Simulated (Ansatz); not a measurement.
# Al16N15: the cost of one run

Program: Ansatz 0.2.0. Level of theory: DFT, PBE, plane-wave PAW, default files, scalar-relativistic, as far as a step names no other. These are calculated values, not measurements.

The COD entry's cell or inner coordinates are ideal or old and differ from later refinements, so a difference from it is no clean test against experiment.

1 further run of the same task is left out (it didn't finish).

**1. The starting structure**

It takes space group P3m1 (No. 156, trigonal). The conventional cell has a = 6.226 Å, b = 6.226 Å, c = 9.962 Å, α = 90.00°, β = 90.00°, γ = 120.00°. Al (site symmetry 3m) has 3 N at 1.94 Å as nearest neighbours. Al (site symmetry 3m) is surrounded by 4 N at 1.89 Å. Al (site symmetry m) has 4 N at 1.89 Å as nearest neighbours. Around Al (site symmetry m) lie 3 N at 1.89 Å. Only part of the 15 independent sites is listed.

Structure file:

```
CELL_PARAMETERS angstrom
6.22600 0.00000 0.00000
-3.11300 5.39187 0.00000
0.00000 0.00000 9.96200
ATOMIC_POSITIONS crystal
Al 0.16667 0.33333 0.01205
Al 0.16667 0.33333 0.50000
Al 0.16667 0.83333 0.00000
Al 0.16667 0.83333 0.50000
Al 0.66667 0.33333 0.00000
Al 0.66667 0.33333 0.50000
Al 0.66667 0.83333 0.00000
Al 0.66667 0.83333 0.50000
Al 0.33333 0.16667 0.25000
Al 0.33333 0.16667 0.75000
Al 0.33333 0.66667 0.25000
Al 0.33333 0.66667 0.75000
Al 0.83333 0.16667 0.25000
Al 0.83333 0.16667 0.75000
Al 0.83333 0.66667 0.25000
Al 0.83333 0.66667 0.75000
N 0.16667 0.33333 0.69000
N 0.16667 0.83333 0.19000
N 0.16667 0.83333 0.69000
N 0.66667 0.33333 0.19000
N 0.66667 0.33333 0.69000
N 0.66667 0.83333 0.19000
N 0.66667 0.83333 0.69000
N 0.33333 0.16667 0.44000
N 0.33333 0.16667 0.94000
N 0.33333 0.66667 0.44000
N 0.33333 0.66667 0.94000
N 0.83333 0.16667 0.44000
N 0.83333 0.16667 0.94000
N 0.83333 0.66667 0.44000
N 0.83333 0.66667 0.94000
```

The vacant site is at (0.167, 0.333, 0.190) in fractional coordinates of the input's cell.

**2. Relaxation of the positions**

The input, input.yaml:

```yaml
crystal:
  lattice:
    - [6.226, 0.0, 0.0]
    - [-3.113, 5.391874164, 0.0]
    - [0.0, 0.0, 9.962]
  atoms:
    - { symbol: Al, position: [0.1666666666, 0.3333333334, 0.0120457739], spin: 0.5 }
    - { symbol: Al, position: [0.1666666666, 0.3333333334, 0.5] }
    - { symbol: Al, position: [0.1666666666, 0.8333333334, 0.0] }
    - { symbol: Al, position: [0.1666666666, 0.8333333334, 0.5] }
    - { symbol: Al, position: [0.6666666666, 0.3333333334, 0.0] }
    - { symbol: Al, position: [0.6666666666, 0.3333333334, 0.5] }
    - { symbol: Al, position: [0.6666666666, 0.8333333334, 0.0] }
    - { symbol: Al, position: [0.6666666666, 0.8333333334, 0.5] }
    - { symbol: Al, position: [0.3333333334, 0.1666666666, 0.25], spin: 0.5 }
    - { symbol: Al, position: [0.3333333334, 0.1666666666, 0.75] }
    - { symbol: Al, position: [0.3333333334, 0.6666666666, 0.25], spin: 0.5 }
    - { symbol: Al, position: [0.3333333334, 0.6666666666, 0.75] }
    - { symbol: Al, position: [0.8333333334, 0.1666666666, 0.25], spin: 0.5 }
    - { symbol: Al, position: [0.8333333334, 0.1666666666, 0.75] }
    - { symbol: Al, position: [0.8333333334, 0.6666666666, 0.25] }
    - { symbol: Al, position: [0.8333333334, 0.6666666666, 0.75] }
    - { symbol: "N", position: [0.1666666666, 0.3333333334, 0.69] }
    - { symbol: "N", position: [0.1666666666, 0.8333333334, 0.19] }
    - { symbol: "N", position: [0.1666666666, 0.8333333334, 0.69] }
    - { symbol: "N", position: [0.6666666666, 0.3333333334, 0.19] }
    - { symbol: "N", position: [0.6666666666, 0.3333333334, 0.69] }
    - { symbol: "N", position: [0.6666666666, 0.8333333334, 0.19] }
    - { symbol: "N", position: [0.6666666666, 0.8333333334, 0.69] }
    - { symbol: "N", position: [0.3333333334, 0.1666666666, 0.44] }
    - { symbol: "N", position: [0.3333333334, 0.1666666666, 0.94] }
    - { symbol: "N", position: [0.3333333334, 0.6666666666, 0.44] }
    - { symbol: "N", position: [0.3333333334, 0.6666666666, 0.94] }
    - { symbol: "N", position: [0.8333333334, 0.1666666666, 0.44] }
    - { symbol: "N", position: [0.8333333334, 0.1666666666, 0.94] }
    - { symbol: "N", position: [0.8333333334, 0.6666666666, 0.44] }
    - { symbol: "N", position: [0.8333333334, 0.6666666666, 0.94] }
magnetization:
  spin_polarized: true
total_charge: 1
kpoints:
  mp_grid: { grid: [4, 4, 2] }
scf:
  occupations: { method: fermi_dirac, width: 0.01 }
hamiltonian:
  xc: pbe
  pseudopotentials: { kind: paw }
output:
  forces: true
  stress: true
  populations: true
  efg:
    quadrupole_moments_barn: { Al: 0.1466, "N": 0.02044 }
    contact_densities: true
relax:
  f_tol: 0.03
  max_steps: 40
```

The run is started by

```sh
ansatz run input.yaml --threads 4 --pin off --max-ram 8192MiB --backend cpu --events-out ev --progress --plain --runs-dir out
```

What time and memory should one allow on 4 threads of Arm Neoverse V2, shared host?

About 43 s, with a peak of 1.2 GiB.
